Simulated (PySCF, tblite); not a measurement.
# C₆H₁₃ClSi: geometry, infrared bands and NMR shifts

What infrared bands and NMR shifts should C₆H₁₃ClSi (`C[C@@H]1C[SiH2][C@H]1CCCl`) show?

Computed with tblite 0.8.0 and PySCF 2.14.0, with density-fitted response routines of our own, on a single molecule in the gas phase. Atoms count from 0, in the outputs and in this text.

**1. The molecule as given**

21 atoms, charge 0, multiplicity 1; geometry from: force field or distance geometry start.

Bonds of the start (Å): C0–C1 1.54, C1–C2 1.55, C2–Si3 1.90, Si3–C4 1.94, C4–C5 1.52, C5–C6 1.53, C6–Cl7 1.78, C4–C1 1.57, C0–H8 1.09, C0–H9 1.09, C0–H10 1.10, C1–H11 1.10, C2–H12 1.09, C2–H13 1.10, Si3–H14 1.47, Si3–H15 1.48, C4–H16 1.10, C5–H17 1.09, C5–H18 1.09, C6–H19 1.10, C6–H20 1.09.

**2. Geometry optimisation with GFN2-xTB**

What the job is given:

```
{"job": {"kind": "relax", "xc": "GFN2-xTB", "basis": "xTB"}, "charge": 0, "multiplicity": 1}
C     -0.396000    -1.289100     1.613000
C     -0.844600    -0.274600     0.545400
C     -1.991200    -0.817300    -0.353200
Si    -1.346800     0.268000    -1.770100
C      0.186900    -0.046800    -0.621300
C      1.135700     1.142100    -0.550600
C      2.269500     0.861000     0.432200
Cl     3.452100     2.196100     0.437400
H      0.440600    -0.905000     2.199800
H     -0.101500    -2.235900     1.165700
H     -1.229100    -1.493100     2.306300
H     -1.119000     0.655700     1.068200
H     -1.952600    -1.880800    -0.578800
H     -3.003100    -0.574400    -0.008700
H     -1.256400    -0.389900    -3.086100
H     -1.821600     1.668600    -1.712600
H      0.693600    -0.960000    -0.953400
H      0.609800     2.048700    -0.241800
H      1.570100     1.338500    -1.533700
H      1.895500     0.760000     1.462600
H      2.798900    -0.054700     0.179200
```

Command:

```sh
$ OMP_NUM_THREADS=1 python probes_run.py task.json out
```

The driver reads the jobs from task.json and runs them one after another.

**Question.** This job is followed by: GFN2-xTB harmonic vibrations, gas phase; GIAO PBE0/pcSseg-1 NMR shielding, non-relativistic, gas phase. What will the session give for the following? strongest single infrared mode (GFN2-xTB); zero-point energy (GFN2-xTB); ¹³C shifts against TMS (PBE0/pcSseg-1); ¹H shifts against TMS (PBE0/pcSseg-1, means over atoms taken as alike); ²⁹Si shifts against TMS (PBE0/pcSseg-1); ³⁵Cl shifts against HCl (PBE0/pcSseg-1).

As calculated:

| quantity | value |
| --- | --- |
| strongest single infrared mode (GFN2-xTB) | 2270 cm⁻¹, 487 km/mol |
| zero-point energy (GFN2-xTB) | 108.1 kcal/mol |
| ¹³C shifts against TMS (PBE0/pcSseg-1) | 50.2, 44.1, 38.7, 35.0, 29.7, 14.7 ppm |
| ¹H shifts against TMS (PBE0/pcSseg-1, means over atoms taken as alike) | 4.71, 4.44, 3.56, 3.18, 2.02, 1.93, 1.86, 1.64, 1.13, 1.10, 0.89 ppm |
| ²⁹Si shifts against TMS (PBE0/pcSseg-1) | -42.5 ppm |
| ³⁵Cl shifts against HCl (PBE0/pcSseg-1) | 95 ppm |

Over 101 steps the energy fell by 0.298 eV; of the close pairs, C1–C4 changed most, 1.574 to 1.550 Å. All 57 modes are real, so the xTB geometry is a minimum. The strongest single mode, at 2270 cm⁻¹, moves mainly H15 and H14. Unscaled tight-binding wavenumbers are off by several per cent, some by more. Its intensities can rank the bands wrongly. The most deshielded carbon is C6 (sp3 CH2 bonded to Cl), at 50.2 ppm: deshielded by the electronegative neighbour. At PBE0/pcSseg-1: The widest tensor belongs to Cl7: span 419 ppm, with a paramagnetic part of -289 ppm.
